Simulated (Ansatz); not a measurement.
# BH6OSbSi: rigid scan of one bond length, by script

How does the energy of BH6OSbSi change as one bond is stretched? A script is to give a rigid scan of one bond length; the system is BH6OSbSi. SMILES: [SiH3]O[BH][SbH2].

All numbers are computed with the Python package of Ansatz 0.2.0. Level of theory: B3LYP/def2-SVP.

### Step 1. Starting point

Bond lengths: Si1–O2 1.693 Å, O2–B3 1.435 Å, B3–Sb4 2.323 Å, Si1–H5 1.474 Å, Si1–H6 1.546 Å, Si1–H7 1.482 Å, B3–H8 1.175 Å, Sb4–H9 1.806 Å, Sb4–H10 1.696 Å. Angles: Si1–O2–B3 103.5°, O2–Si1–H5 112.7°, O2–Si1–H6 107.7°, O2–Si1–H7 112.5°, H5–Si1–H6 106.1°, H5–Si1–H7 111.3°, H6–Si1–H7 106.0°, O2–B3–Sb4 120.8°, O2–B3–H8 123.9°, Sb4–B3–H8 115.4°, B3–Sb4–H9 90.0°, B3–Sb4–H10 91.5°, H9–Sb4–H10 94.4°.

The script reads bh6osbsi.xyz:

```xyz
10

Si   -0.92680    0.67360   -0.94150
O    -1.28320   -0.47400    0.25070
B    -0.08710   -1.26310    0.32330
Sb    1.59600   -0.73370    1.83400
H    -0.68660    0.06590   -2.26260
H    -2.16720    1.58190   -1.10570
H     0.18590    1.57040   -0.55080
H     0.11140   -2.21350   -0.33870
H     0.77640    0.83400    2.19590
H     2.56420   -0.09270    0.59840
```

### Step 2. The code

File bh6osbsi_scan.py:

```python
"""Potential curve of BH6OSbSi along one bond."""

import warnings

import ansatz as az
import numpy as np

warnings.simplefilter("ignore", az.DeckWarning)

molecule = az.Crystal.molecule_from_extxyz("bh6osbsi.xyz")

symbols = [site.symbol for site in molecule.cartesian_sites]
start = np.array([site.position_ang for site in molecule.cartesian_sites])
axis = (start[6] - start[0]) / np.linalg.norm(start[6] - start[0])
moving = [6]
lengths, energies = [1.26, 1.36, 1.48, 1.63, 1.85, 2.22, 2.67, 3.26], []
for length in lengths:
    xyz = start.copy()
    xyz[moving] += (length - np.linalg.norm(start[6] - start[0])) * axis
    point = az.Crystal.molecule()
    for symbol, xyz in zip(symbols, xyz):
        point = point.atom(symbol, xyz.tolist())
    job = (
        point.calculation()
        .basis(gaussian="def2-SVP")
        .functional("b3lyp")  # level of theory
        .scf(lower_state_search="standard")
        .spin("collinear")  # two spin channels
    )
    rep = job.run().report
    energies.append(rep["free_energy_ev"])
    print(f"r = {length:6.3f} A  E = {energies[-1]:.5f} eV  <S^2> = {abs(rep['mean_field']['state']['spin_squared']):.3f}")

print("energy above the lowest point (eV):", [round(e - min(energies), 3) for e in energies])
```

### Step 3. What the engine is handed

The engine receives this input (first run):

```yaml
crystal:
  periodic: [false, false, false]
  atoms:
    - { symbol: Si, position_ang: [-0.9268, 0.6736, -0.9415] }
    - { symbol: O, position_ang: [-1.2832, -0.474, 0.2507] }
    - { symbol: B, position_ang: [-0.0871, -1.2631, 0.3233] }
    - { symbol: Sb, position_ang: [1.596, -0.7337, 1.834] }
    - { symbol: H, position_ang: [-0.6866, 0.0659, -2.2626] }
    - { symbol: H, position_ang: [-2.1672, 1.5819, -1.1057] }
    - { symbol: H, position_ang: [0.019505941244484903, 1.4362918020203597, -0.6092255942803808] }
    - { symbol: H, position_ang: [0.1114, -2.2135, -0.3387] }
    - { symbol: H, position_ang: [0.7764, 0.834, 2.1959] }
    - { symbol: H, position_ang: [2.5642, -0.0927, 0.5984] }
basis:
  gaussian:
    orbitals: def2-SVP
hamiltonian:
  xc: b3lyp
magnetization:
  spin_polarized: true
scf:
  lower_state_search: standard
```

### Step 4. The run

On the command line:

```sh
> python bh6osbsi_scan.py
```

What it wrote:

```text
r =  1.260 A  E = -17234.32515 eV  <S^2> = 0.000
r =  1.360 A  E = -17234.80702 eV  <S^2> = 0.000
r =  1.480 A  E = -17234.98035 eV  <S^2> = 0.000
r =  1.630 A  E = -17234.82501 eV  <S^2> = 0.000
r =  1.850 A  E = -17234.23894 eV  <S^2> = 0.000
r =  2.220 A  E = -17233.01198 eV  <S^2> = 0.000
r =  2.670 A  E = -17231.74488 eV  <S^2> = 0.267
r =  3.260 A  E = -17231.10903 eV  <S^2> = 0.830
energy above the lowest point (eV): [0.655, 0.173, 0.0, 0.155, 0.741, 1.968, 3.235, 3.871]
```

It took 94 s on 1 thread of Intel Xeon Platinum 8488C (Sapphire Rapids), shared host; peak memory 0.39 GiB.

### Step 5. Inputs of later runs

The engine's inputs for some of the other runs:

Run 3, against run 1:

```diff
@@ -10 +10 @@
-    - { symbol: H, position_ang: [0.019505941244484903, 1.4362918020203597, -0.6092255942803808] }
+    - { symbol: H, position_ang: [0.18473396273161719, 1.5694602118969303, -0.5512094282023521] }
```

Run 6, against run 1:

```diff
@@ -10 +10 @@
-    - { symbol: H, position_ang: [0.019505941244484903, 1.4362918020203597, -0.6092255942803808] }
+    - { symbol: H, position_ang: [0.740500944097426, 2.0173903178453956, -0.356064142303528] }
```

Run 7, against run 1:

```diff
@@ -10 +10 @@
-    - { symbol: H, position_ang: [0.019505941244484903, 1.4362918020203597, -0.6092255942803808] }
+    - { symbol: H, position_ang: [1.0784673516847418, 2.289780247138381, -0.23739471168937837] }
```

Lines on the test bed's own set-up are left out of the output.

### Step 6. Run by run

One row for each of the 8 runs:

```
run  distance (Å)  energy from run 3 (eV)  <S²>  SCF cycles  CPU time (s)
  1          1.26                  0.6552  0.00          17           8.2
  2          1.36                  0.1733  0.00          17           8.8
  3          1.48                  0.0000  0.00          17           9.4
  4          1.63                  0.1553  0.00          17           7.7
  5          1.85                  0.7414  0.00          18           7.1
  6          2.22                  1.9684  0.00          21            10
  7          2.67                  3.2355  0.27          34            18
  8          3.26                  3.8713  0.83          52            23
```

### Step 7. Outcome

| quantity | value |
| --- | --- |
| runs compared | 8 |
| range of energy | 3.871 eV |
| lowest point, distance (Å) | 1.48 |

In words: The curve has its lowest point inside the range, at 1.48. The ends stand 0.655 and 3.87 eV above it. The distance scanned is the script's pair 0, 6. <S²> moves from 0.00 to 0.83: along the scan the mean field breaks spin symmetry. Caveats:
- The rest of the molecule is held rigid at a force-field or estimated start geometry, and the basis set is modest; single-reference methods fail as a bond breaks.
- def2 sets replace the cores of elements past krypton by effective core potentials.
- b3lyp holds the VWN-RPA fit, as in Gaussian; the form of ORCA and Turbomole is b3lyp5.
